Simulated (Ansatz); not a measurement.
The same calculation of TaTc, space group Pm-3m as a Python script and as an input file (the Python package of Ansatz (0.2.0)).

The script, `tatc.py`:
```python
'''Variable-cell relaxation of TaTc.'''

import json
import warnings

import ansatz as az
from ase import Atoms
from ase.data import atomic_numbers
from ase.io import write
import numpy as np
import spglib

SMEARING = 'Fermi-Dirac'
TOLERANCE = 1e-09

def edges_and_angles(cell):
    cell = np.asarray(cell)
    a, b, c = np.linalg.norm(cell, axis=1)
    cosines = cell[1] @ cell[2] / (b * c), cell[0] @ cell[2] / (a * c), cell[0] @ cell[1] / (a * b)
    return (a, b, c, *np.degrees(np.arccos(cosines)))

warnings.simplefilter('ignore', az.DeckWarning)

atoms = Atoms(
    ['Ta', 'Tc'],
    scaled_positions=[
        (0.0, 0.0, 0.0),
        (0.5, 0.5, 0.5),
    ],
    cell=[
        (3.172, 0.0, 0.0),
        (0.0, 3.172, 0.0),
        (0.0, 0.0, 3.172),
    ],
    pbc=True,
)
system = az.Crystal.from_ase(atoms)

# edges free, angles fixed
job = (
    system.calculation()
    .functional(az.Functional.PBESOL)
    .pseudopotentials('paw')
    .basis(19 * az.Ha, density_ratio=4)
    .accuracy('low')
    .kpoints(9)
    .occupations(SMEARING)  # fractional filling near the Fermi level
    .mixing('msr1')
    .scf(tolerance=TOLERANCE)
    .relax(max_steps=100, fix_cell=['angles'])
    .band_table()  # levels at the mesh points
)
result = job.run(threads=1, events_out='events.ndjson')
with open('events.ndjson') as stream:
    events = [json.loads(line) for line in stream]
steps = [e['data'] for e in events if e['event'] == 'relax_step']
report = result.report
for s in steps:
    flag = '' if s['accepted'] else '  (rejected)'
    print('step %2d  E = %.5f eV  largest force component = %.4f eV/A%s' % (s['step'], s['lagrangian_ev'], s['allowed_force_max_ev_ang'], flag))

first, last = steps[0], steps[-1]
symbols = [site.symbol for site in result.lattice.sites]
print(f'energy gained {first["lagrangian_ev"] - last["lagrangian_ev"]:.4f} eV in {len(steps) - 1} steps')
for label, vectors in (('before', first['cell_ang']), ('after', result.lattice.cell_ang)):
    print(label, 'a b c (A) {:.4f} {:.4f} {:.4f}  angles {:.2f} {:.2f} {:.2f}'.format(*edges_and_angles(vectors)), f' V = {abs(np.linalg.det(vectors)):.3f} A^3')
print('final stress xx yy zz (GPa, compression positive):', np.round(np.diag(report['stress_gpa']), 3) + 0.0)

change = np.array(last['positions_ang']) @ np.linalg.inv(last['cell_ang']) - np.array(first['positions_ang']) @ np.linalg.inv(first['cell_ang'])
moved = np.linalg.norm(change @ np.array(last['cell_ang']), axis=1)
print('displacement within the cell, strain taken out (A):', ' '.join(f'{s}:{d:.3f}' for s, d in zip(symbols, moved)))

print('relaxed fractional positions')
for site in result.lattice.sites:
    print(f'  {site.symbol:2s}', ' '.join(f'{v % 1:8.5f}' for v in np.round(site.position_frac, 5)))

relaxed = Atoms(symbols, positions=[site.position_ang for site in result.lattice.sites], cell=result.lattice.cell_ang, pbc=True)
write('relaxed.cif', relaxed, format='cif')

fractions = [site.position_frac for site in result.lattice.sites]
numbers = [atomic_numbers[s] for s in symbols]
for tolerance in (1e-3, 1e-2, 1e-1):
    print(f'space group at {tolerance} A:', spglib.get_spacegroup((result.lattice.cell_ang, fractions, numbers), symprec=tolerance))

n_atoms = len(report['lattice']['sites'])
print('F =', round(report['free_energy_ev'], 4), 'eV for', n_atoms, 'atoms')
print('E(sigma -> 0) =', round(report['energy_sigma0_ev'], 4), 'eV, TS =', round(report['entropy_ts_ev'], 5), 'eV')
print('closed by', report['closed_by'], 'after', report['n_iterations'], 'iterations')

print(job.to_python())

print('band  energy (eV)  occupation, at k =', report['kpoints_frac'][0])
for band, (e, occ) in enumerate(zip(report['eigenvalues_ev'][0], report['occupations'][0]), start=1):
    print(f'{band:4d} {e:12.4f} {occ:9.4f}')
```

```console
$ python tatc.py
step  1  E = -15145.15478 eV  largest force component = 0.0000 eV/A
step  2  E = -15145.10383 eV  largest force component = 0.0000 eV/A  (rejected)
step  3  E = -15145.16436 eV  largest force component = 0.0000 eV/A
step  4  E = -15145.16442 eV  largest force component = 0.0000 eV/A
step  5  E = -15145.16439 eV  largest force component = 0.0000 eV/A
energy gained 0.0096 eV in 4 steps
before a b c (A) 3.1720 3.1720 3.1720  angles 90.00 90.00 90.00  V = 31.915 A^3
after a b c (A) 3.1520 3.1520 3.1520  angles 90.00 90.00 90.00  V = 31.316 A^3
final stress xx yy zz (GPa, compression positive): [-0.003 -0.003 -0.003]
displacement within the cell, strain taken out (A): Ta:0.000 Tc:0.000
relaxed fractional positions
  Ta  0.00000  0.00000  0.00000
  Tc  0.50000  0.50000  0.50000
space group at 0.001 A: Pm-3m (221)
space group at 0.01 A: Pm-3m (221)
space group at 0.1 A: Pm-3m (221)
F = -15145.1644 eV for 2 atoms
E(sigma -> 0) = -15145.1549 eV, TS = 0.01904 eV
closed by deck_thresholds after 3 iterations
(
    az.Lattice.of(((3.172, 0.0, 0.0), (0.0, 3.172, 0.0), (0.0, 0.0, 3.172)))
    .atom("Ta", (0.0, 0.0, 0.0))
    .atom("Tc", (0.5, 0.5, 0.5))
    .calculation()
    .accuracy("low")
    .basis(cutoff=517.016338673772, density_ratio=4)
    .kpoints(9, 9, 9)
    .functional("pbesol")
    .pseudopotentials(kind="paw")
    .scf(tolerance=1e-09)
    .mixing(algorithm="msr1")
    .occupations(method="fermi_dirac")
    .relax(max_steps=100, cell=True, fix_cell=("angles",))
    .band_table(publish=True)
)

band  energy (eV)  occupation, at k = [0.0, 0.0, 0.0]
   1     -46.4898    2.0000
   2     -45.1669    2.0000
   3     -17.2672    2.0000
   4     -17.2672    2.0000
   5     -17.2672    2.0000
   6     -12.8110    2.0000
   7     -12.8110    2.0000
   8     -12.8110    2.0000
   9      13.0757    2.0000
  10      15.9384    2.0000
  11      15.9384    2.0000
  12      20.0918    2.0000
  13      20.0918    2.0000
  14      20.0918    2.0000
  15      23.5085    0.0000
  16      23.5085    0.0000
  17      26.5980    0.0000
  18      26.5980    0.0000
```

`input.yaml`:
```yaml
crystal:
  lattice:
    - [3.172, 0.0, 0.0]
    - [0.0, 3.172, 0.0]
    - [0.0, 0.0, 3.172]
  atoms:
    - { symbol: Ta, position: [0.0, 0.0, 0.0] }
    - { symbol: Tc, position: [0.5, 0.5, 0.5] }
accuracy: low
basis:
  ecutwfc: 517.0163386738
  ecutrho_ratio: 4
kpoints:
  mp_grid: { grid: [9, 9, 9] }
hamiltonian:
  xc: pbesol
  pseudopotentials: { kind: paw }
scf:
  convergence: { dr2_threshold: 1.0e-09 }
  mixing: { algorithm: msr1 }
  occupations: { method: fermi_dirac }
relax:
  max_steps: 100
  cell: { fix: [angles] }
output:
  eigenvalues: true
```

Launched from the shell:
```console
$ ansatz run input.yaml --threads 1 --pin off --max-ram 3072MiB --backend cpu --events-out ev --progress --plain --runs-dir out
Warning: relax.cell: scf.convergence.dr2_threshold = 1e-9 eV is looser than the 2e-10 eV advised for a relaxation that steers and ends on the stress (1e-10 eV for each atom of the cell: 2). What an SCF threshold leaves in a stress goes as its square root, and in the free energy as the threshold itself, and one threshold admits the most on a small cell: of [...]
Engine: ansatz 0.2.0, aarch64-unknown-linux-gnu
Pseudopotentials: kind: paw
Pseudopotential: Ta, paw, valence charge 13, recommended cutoff 420 eV (normal), Ta.paw.azcp
Pseudopotential: Tc, paw, valence charge 15, recommended cutoff 500 eV (normal), Tc.paw.azcp
Functional definition: PBEsol
  exchange = pbesol_x
  correlation = pbesol_c
Crystal: 2 atoms, lattice volume = 31.915 Å³
Basis set: ecut = 517.0163386738 eV, 847 PW (Γ), exchange–correlation on 48×48×48 points (8 copies of the dense FFT grid, shifted against one another)
Bands: 18, of which v1, the nominal top of the filled ones, is band 14 counted from 1 (13 counted from 0)
Symmetry: 48 space group operations
Space group: Pm-3m (ITA 221), of the structure as read, at distance tolerance 3.2e-5 Å
k-points: 35 of 729
Non-local potential: Ta, projectors of the file, l = 0: 3, l = 1: 2, l = 2: 2, l = 3: 1
Non-local potential: Tc, projectors of the file, l = 0: 3, l = 1: 3, l = 2: 2, l = 3: 2
PAW form: soft (Blöchl's): semilocal exchange-correlation on the pseudo side does not see the compensation charge
PAW frozen core: Ta, regenerated for the run's functional, and the local potential with it (the file was generated under x = pbe(κ = 0.804, μ = 0.2195149727645171), c = pbe(β = 0.06672455060314922))
PAW frozen core: Tc, regenerated for the run's functional, and the local potential with it (the file was generated under x = pbe(κ = 0.804, μ = 0.2195149727645171), c = pbe(β = 0.06672455060314922))
PAW one-centre angular grid: Ta, 590 points (default); XC on 64 Gauss nodes
PAW one-centre angular grid: Tc, 590 points (default); XC on 64 Gauss nodes
Initial density: superposition of atomic densities (chi_scale 0.1, normalization cell, long waves kept (reshape's long-wave potential 0.00 eV rms))
Initial wavefunctions: pseudopotential atomic-orbital guess
Functional: x = pbesol(κ = 0.804, μ = 0.12345679012345678), c = pbesol(β = 0.046)
SCF iter   1: F=—  HF=-15145.520940 eV  |F-HF|=—  |Δ(HF+E_count)|=         —  Δρ=6.83e-2  dr2=1.03e0  ethr=3.10e-3  ⟨swp⟩=5.1  Hψ=2571  notcnv=0
preconditioner: auto → none  [metal: Δε(μ)=0.132 eV  Ē_g=5.417 eV  σ=0.100 eV  W_gap=0.31  n_scr=6 (ndim 8)  ℏωp=22.8 eV  f_vac=0.000  D(μ)=0.67/eV (n_scr^D=0)  sad-step TF]
SCF iter   2: F=—  HF=-15145.250049 eV  |F-HF|=—  |Δ(HF+E_count)|=   2.71e-1  Δρ=3.57e-2  dr2=3.16e-1  ethr=3.10e-3  ⟨swp⟩=2.8  Hψ=1336  notcnv=0
SCF iter   3: F=—  HF=-15145.617071 eV  |F-HF|=—  |Δ(HF+E_count)|=   3.67e-1  Δρ=7.49e-2  dr2=3.62e0  ethr=1.13e-3  ⟨swp⟩=3.5  Hψ=1376  notcnv=0  recentre
SCF iter   4: F=—  HF=-15145.155536 eV  |F-HF|=—  |Δ(HF+E_count)|=   4.62e-1  Δρ=5.38e-3  dr2=6.40e-3  ethr=1.13e-3  ⟨swp⟩=3.1  Hψ=1313  notcnv=0
SCF iter   5: F=—  HF=-15145.154910 eV  |F-HF|=—  |Δ(HF+E_count)|=   6.26e-4  Δρ=1.02e-3  dr2=5.48e-4  ethr=2.28e-5  ⟨swp⟩=1.8  Hψ=826  notcnv=0
SCF iter   6: F=—  HF=-15145.154806 eV  |F-HF|=—  |Δ(HF+E_count)|=   1.04e-4  Δρ=1.45e-4  dr2=5.27e-6  ethr=1.96e-6  ⟨swp⟩=2.4  Hψ=842  notcnv=0
SCF iter   7: F=—  HF=-15145.154791 eV  |F-HF|=—  |Δ(HF+E_count)|=   1.57e-5  Δρ=1.14e-5  dr2=1.74e-8  ethr=1.88e-8  ⟨swp⟩=2.0  Hψ=819  notcnv=0
SCF iter   8: F=—  HF=-15145.154783 eV  |F-HF|=—  |Δ(HF+E_count)|=   7.20e-6  Δρ=2.27e-6  dr2=8.26e-10  ethr=3.57e-12  ⟨swp⟩=6.2  Hψ=2952  notcnv=0
SCF iter   9: F=-15145.154783 eV  HF=-15145.154783 eV  |F-HF|=5.46e-12  |Δ(HF+E_count)|=  8.19e-11  Δρ=2.07e-7  dr2=3.99e-12  ethr=2.95e-12  ⟨swp⟩=2.3  Hψ=2332  notcnv=0
SCF 1 converged in 9 iterations: F = -15145.154783 eV  dr2 = 3.99e-12
  greatest PAW one-centre occupation: 1.000 electrons in one spin orbital (limit 2), on the Ta atom at site 0 (counted from 0), in its partial waves of l = 0
relax step   1: F+E_penalty+E_count = -15145.15478334 eV  Δ(F+E_penalty+E_count) = +0.000e0 eV  max|allowed force component| = 2.380e-29 eV/Å  Δτ_max = 0.0000 Å  P = -5.050 GPa  Ω = 31.915 Å³  fix = [alpha, beta, gamma]  (9 SCF iters, accepted)
Crystal: 2 atoms, lattice volume = 29.893 Å³
Basis set: ecut = 517.0163386738 eV, 799 PW (Γ), exchange–correlation on 48×48×48 points (8 copies of the dense FFT grid, shifted against one another)
Initial density: handed on by an earlier stage of this run
Initial wavefunctions: those handed on with the density
iter 1 solved again at ethr=6.12e-5 eV; its pass at ethr=3.10e-3 eV (dr2=1.71e-2 eV) is discarded
SCF iter   1: F=—  HF=-15145.105706 eV  |F-HF|=—  |Δ(HF+E_count)|=         —  Δρ=6.03e-3  dr2=1.71e-2  ethr=6.12e-5  ⟨swp⟩=1.0  Hψ=4045  notcnv=0
preconditioner: auto → none  [metal: Δε(μ)=0.094 eV  Ē_g=5.538 eV  σ=0.100 eV  W_gap=0.22  n_scr=6 (ndim 8)  ℏωp=23.5 eV  f_vac=0.000  D(μ)=0.52/eV (n_scr^D=0)]
SCF iter   2: F=—  HF=-15145.115903 eV  |F-HF|=—  |Δ(HF+E_count)|=   1.02e-2  Δρ=1.21e-2  dr2=8.40e-2  ethr=6.12e-5  ⟨swp⟩=2.4  Hψ=1199  notcnv=0  recentre
SCF iter   3: F=—  HF=-15145.103660 eV  |F-HF|=—  |Δ(HF+E_count)|=   1.22e-2  Δρ=1.52e-3  dr2=3.13e-4  ethr=6.12e-5  ⟨swp⟩=2.1  Hψ=875  notcnv=0
SCF iter   4: F=—  HF=-15145.103847 eV  |F-HF|=—  |Δ(HF+E_count)|=   1.87e-4  Δρ=1.40e-4  dr2=1.07e-5  ethr=1.12e-6  ⟨swp⟩=2.0  Hψ=788  notcnv=0
SCF iter   5: F=—  HF=-15145.103834 eV  |F-HF|=—  |Δ(HF+E_count)|=   1.33e-5  Δρ=2.73e-5  dr2=2.45e-7  ethr=3.83e-8  ⟨swp⟩=2.5  Hψ=954  notcnv=0
SCF iter   6: F=—  HF=-15145.103833 eV  |F-HF|=—  |Δ(HF+E_count)|=   6.87e-8  Δρ=6.09e-6  dr2=2.18e-9  ethr=8.75e-10  ⟨swp⟩=2.3  Hψ=962  notcnv=0
SCF iter   7: F=-15145.103833 eV  HF=-15145.103833 eV  |F-HF|=6.91e-11  |Δ(HF+E_count)|=  3.57e-10  Δρ=5.08e-7  dr2=8.35e-11  ethr=3.57e-12  ⟨swp⟩=4.3  Hψ=2159  notcnv=0
SCF 2 converged in 7 iterations: F = -15145.103833 eV  dr2 = 8.35e-11
relax step   2: F+E_penalty+E_count = -15145.10383345 eV  Δ(F+E_penalty+E_count) = +5.095e-2 eV  max|allowed force component| = 8.415e-30 eV/Å  Δτ_max = 0.0000 Å  P = +14.228 GPa  Ω = 29.893 Å³  energy of the carried Pulay correction = +9.179e-5 eV  fix = [alpha, beta, gamma]  (7 SCF iters, rejected (line search))
Crystal: 2 atoms, lattice volume = 31.360 Å³
iter 1 solved again at ethr=4.05e-5 eV; its pass at ethr=3.10e-3 eV (dr2=1.14e-2 eV) is discarded
SCF iter   1: F=—  HF=-15145.165581 eV  |F-HF|=—  |Δ(HF+E_count)|=         —  Δρ=4.67e-3  dr2=1.13e-2  ethr=4.05e-5  ⟨swp⟩=1.0  Hψ=4000  notcnv=0
preconditioner: auto → none  [metal: Δε(μ)=0.094 eV  Ē_g=5.268 eV  σ=0.100 eV  W_gap=0.22  n_scr=6 (ndim 8)  ℏωp=23.0 eV  f_vac=0.000  D(μ)=0.59/eV (n_scr^D=0)]
SCF iter   2: F=—  HF=-15145.173332 eV  |F-HF|=—  |Δ(HF+E_count)|=   7.75e-3  Δρ=1.04e-2  dr2=6.68e-2  ethr=4.04e-5  ⟨swp⟩=2.3  Hψ=1160  notcnv=0  recentre
SCF iter   3: F=—  HF=-15145.164279 eV  |F-HF|=—  |Δ(HF+E_count)|=   9.05e-3  Δρ=1.14e-3  dr2=2.00e-4  ethr=4.04e-5  ⟨swp⟩=2.2  Hψ=868  notcnv=0
SCF iter   4: F=—  HF=-15145.164384 eV  |F-HF|=—  |Δ(HF+E_count)|=   1.05e-4  Δρ=5.82e-5  dr2=1.24e-6  ethr=7.15e-7  ⟨swp⟩=2.1  Hψ=729  notcnv=0
SCF iter   5: F=—  HF=-15145.164363 eV  |F-HF|=—  |Δ(HF+E_count)|=   2.09e-5  Δρ=1.38e-5  dr2=1.91e-8  ethr=4.44e-9  ⟨swp⟩=2.4  Hψ=958  notcnv=0
[... 8 lines left out ...]
SCF iter   3: F=—  HF=-15145.164426 eV  |F-HF|=—  |Δ(HF+E_count)|=   5.34e-6  Δρ=2.24e-5  dr2=5.98e-8  ethr=3.30e-8  ⟨swp⟩=2.1  Hψ=866  notcnv=0
SCF iter   4: F=—  HF=-15145.164418 eV  |F-HF|=—  |Δ(HF+E_count)|=   8.03e-6  Δρ=1.57e-6  dr2=1.14e-9  ethr=2.13e-10  ⟨swp⟩=2.1  Hψ=800  notcnv=0
SCF iter   5: F=-15145.164418 eV  HF=-15145.164418 eV  |F-HF|=3.64e-12  |Δ(HF+E_count)|=  8.73e-11  Δρ=1.83e-7  dr2=7.85e-12  ethr=3.57e-12  ⟨swp⟩=4.1  Hψ=1957  notcnv=0
SCF 4 converged in 5 iterations: F = -15145.164418 eV  dr2 = 7.85e-12
relax step   4: F+E_penalty+E_count = -15145.16441760 eV  Δ(F+E_penalty+E_count) = -5.499e-5 eV  max|allowed force component| = 9.762e-30 eV/Å  Δτ_max = 0.0000 Å  P = -0.003 GPa  Ω = 31.316 Å³  energy of the carried Pulay correction = +2.658e-5 eV  fix = [alpha, beta, gamma]  (5 SCF iters, accepted)
Initial wavefunctions: pseudopotential atomic-orbital guess (no wavefunctions were taken with the density)
iter 1 solved again at ethr=2.06e-8 eV; its pass at ethr=3.10e-3 eV (dr2=5.77e-6 eV) is discarded
SCF iter   1: F=—  HF=-15145.164414 eV  |F-HF|=—  |Δ(HF+E_count)|=         —  Δρ=1.23e-5  dr2=4.03e-9  ethr=2.06e-8  ⟨swp⟩=3.6  Hψ=4637  notcnv=0
preconditioner: auto → none  [metal: Δε(μ)=0.081 eV  Ē_g=5.270 eV  σ=0.100 eV  W_gap=0.20  n_scr=6 (ndim 8)  ℏωp=23.0 eV  f_vac=0.000  D(μ)=0.60/eV (n_scr^D=0)]
SCF iter   2: F=—  HF=-15145.164394 eV  |F-HF|=—  |Δ(HF+E_count)|=   2.01e-5  Δρ=6.18e-6  dr2=9.92e-10  ethr=3.57e-12  ⟨swp⟩=4.3  Hψ=3113  notcnv=0
SCF iter   3: F=-15145.164394 eV  HF=-15145.164394 eV  |F-HF|=5.09e-11  |Δ(HF+E_count)|=  4.24e-10  Δρ=4.66e-7  dr2=6.29e-11  ethr=3.54e-12  ⟨swp⟩=2.0  Hψ=2075  notcnv=0
SCF 5 converged in 3 iterations: F = -15145.164394 eV  dr2 = 6.29e-11
relax step   5: F+E_penalty+E_count = -15145.16439377 eV  Δ(F+E_penalty+E_count) = +2.384e-5 eV  max|allowed force component| = 6.640e-30 eV/Å  Δτ_max = 0.0000 Å  P = -0.003 GPa  Ω = 31.316 Å³  fix = [alpha, beta, gamma]  stress off target by 3.36e-3 GPa on what of the cell is left free  SCF on the basis re-selected at this cell (its energy is not comparable with the rows above)  (3 SCF iters)
basis re-selected at this cell: Δ(F+E_penalty+E_count) = +2.384e-5 eV, ΔP = +0.000 GPa vs the last step (what re-selecting the basis moved, of the pressure what is left beyond the Pulay correction that the steps carried, after the strain that the cell walked since its last selection, with what the two solves' SCF thresholds leave and, on support functions, [...]
SCF converged after 3 iterations
Free energy (F): -15145.164394 eV
Harris-Foulkes:  -15145.164394 eV  (|F-HF|=5.09e-11)
Internal energy: -15145.145351 eV  (E = F + TS)
E sigma→0 (E₀):  -15145.154872 eV
Entropy (-TS):   -0.019043 eV (-9.521 meV/atom)
Fermi energy:    21.436627 eV
--- Per-component energies (eV) ---
  E_band       = -144.825932
  E_kinetic    = 990.855552
  E_local      = -1746.972374  (includes V_loc(G=0)·N_el)
  E_nonlocal   = 305.363320
  E_hartree    = 520.979395
  E_xc         = -455.865657
  E_vxc        = -499.138273  (∫ρ·V_xc dr)
  E_paw        = -11492.068711  (= ΣΔE_a)
  E_vpaw       = -236.893267  (= ΣTr[D̂ρ^β])
  E_aug_tail   = 0.000051  (compensation charges beyond the density's cutoff)
  E_ewald      = -3267.877417
  E_core_change = 0.440491  (= ΣΔE_core)
  E_smearing   = -0.019043  (= −TS)
  E_closure    = 0.000000  (closes the sum)
  Σ components = -15145.164394   (vs F -15145.164394, Δ=0.00e0)
--- Forces (eV/Å), atoms counted from 1 ---
  atom   1  Ta     0.00000000     0.00000000     0.00000000
  atom   2  Tc     0.00000000     0.00000000     0.00000000
  max |Σ_I F_I| component: 1.41e-29 eV/Å
--- Stress (GPa, compression-positive) ---
       -0.003357       0.000000       0.000000
        0.000000      -0.003357      -0.000000
        0.000000      -0.000000      -0.003357
  P = ⅓ Tr σ = -0.0034 GPa (-0.034 kbar)
--- Band table (eV; the first three rows and the last of 35) ---
  k-point 0: bands = ["-46.4898", "-45.1669", "-17.2672", "-17.2672", "-17.2672", "-12.8110", "-12.8110", "-12.8110", "13.0757", "15.9384", "15.9384", "20.0918", "20.0918", "20.0918", "23.5085", "23.5085", "26.5980", "26.5980"]
  k-point 1: bands = ["-46.4859", "-45.1680", "-17.2838", "-17.2613", "-17.2613", "-12.8587", "-12.8150", "-12.8150", "13.3635", "16.0868", "16.1722", "20.0655", "20.0655", "20.2024", "23.1226", "23.6417", "25.6317", "25.6317"]
  k-point 2: bands = ["-46.4760", "-45.1706", "-17.3253", "-17.2462", "-17.2462", "-12.9779", "-12.8251", "-12.8251", "14.1709", "16.5257", "16.7713", "20.0303", "20.0303", "20.5176", "22.1370", "23.9639", "24.1129", "24.1129"]
  k-point 34: bands = ["-46.4277", "-45.1509", "-17.3810", "-17.3747", "-17.3747", "-13.1349", "-13.1349", "-13.1240", "18.0707", "18.4215", "18.4215", "19.1715", "19.1715", "19.2372", "22.8327", "22.8327", "26.1618", "26.1618"]
--- Relaxed structure (4 steps of the walk, 3 accepted, 1 SCFs on fresh bases) ---
  F+E_penalty+E_count = -15145.16439377 eV   max|allowed force component| = 6.640e-30 eV/Å   (the final SCF, on the basis selected at the relaxed cell)
  cell:  # Å, volume = 31.3162 Å³
    - [3.1520240146035574, 3.785946195097157e-99, 3.785946195097157e-99]
    - [3.785946195097157e-99, 3.1520240146035574, 0.0]
    - [3.785946195097157e-99, 0.0, 3.1520240146035574]
  atoms:
    - { symbol: Ta, position: [-1.3230129140834676e-47, -1.3805352146957924e-47, 1.1504460122464935e-48] }
    - { symbol: Tc, position: [0.5, 0.5, 0.5] }
```

Notes:
- These settings explore the input space; cutoff and mesh may be short of convergence.
- Forces vanish by symmetry, so the ions can't move, and the end may be a saddle.
- The computed bands are complete only to about 2.2 eV above the Fermi level.
- The mesh is modest for a metal, so energies can be off by several to tens of meV an atom and pressures by half a GPa or more; differences at equal mesh fare better.
- Energies along a relaxation are free energies. Rows at an unchanged volume are solved on a plane-wave basis chosen afresh for that cell, so the energy jumps there and such rows are no steps of the walk.
- The starting cell is as deposited in a crystallographic database; the results hold for this polymorph, which needn't be the stable one.
- Gaps and levels are Kohn-Sham values on a finite set of k-points, without spin-orbit coupling.
- The script silences the warnings on its input, which a real study should read.
- Wall time of the script: 9.5 s on 1 thread of Arm Neoverse V1, with other jobs on the host, peak memory 0.44 GiB.

(Lines on the test bed's own set-up are left out of the output.)
